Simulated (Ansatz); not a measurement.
# MoS: the cost of one run

Method: DFT r²SCAN, scalar-relativistic, plane waves, PAW (the target; the first runs use scalar-relativistic PBE), in Ansatz 0.2.0.

2 further runs of the same task are left out: 2 that didn't finish. Runs told in other sessions of the task aren't counted.

### 1 The structure to begin with

Symmetry: F-43m, No. 216, cubic system. Conventional cell: a = 5.514 Å, b = 5.514 Å, c = 5.514 Å, α = 90.00°, β = 90.00°, γ = 90.00°. Mo (site symmetry -43m) is surrounded by 4 S at 2.39 Å. S (site symmetry -43m) is surrounded by 4 Mo at 2.39 Å.

Coordinates:

```
Mo S
1.0
     0.00000    2.75696    2.75696
     2.75696    0.00000    2.75696
     2.75696    2.75696    0.00000
Mo S
1 1
Direct
  0.00000 0.00000 0.00000
  0.25000 0.25000 0.25000
```

The moments start at Mo 3.00 μB.

### 2 At the starting volume (PBE, 6×6×6 mesh)

Contents of input.yaml:

```yaml
crystal:
  lattice:
    - [0.0, 2.7569630054, 2.7569630054]
    - [2.7569630054, 0.0, 2.7569630054]
    - [2.7569630054, 2.7569630054, 0.0]
  atoms:
    - { symbol: Mo, position: [0.0, 0.0, 0.0], spin: 3.0 }
    - { symbol: S, position: [0.25, 0.25, 0.25] }
basis:
  ecutwfc: 420
  ecutrho_ratio: 4
kpoints:
  mp_grid: { grid: [6, 6, 6] }
hamiltonian:
  xc: pbe
scf:
  occupations: { method: gaussian, width: 0.05 }
output:
  forces: true
  stress: true
  eigenvalues: true
  populations: true
magnetization:
  spin_polarized: true
```

The run is started by

```sh
$ ansatz run input.yaml --threads 2 --pin off --max-ram 2662MiB --backend cpu --events-out ev --progress --plain --runs-dir out
```

Q: Estimate wall time and peak memory on 2 threads of Arm Neoverse V2, shared host.

About 1.8 s, with a peak of 0.3 GiB.
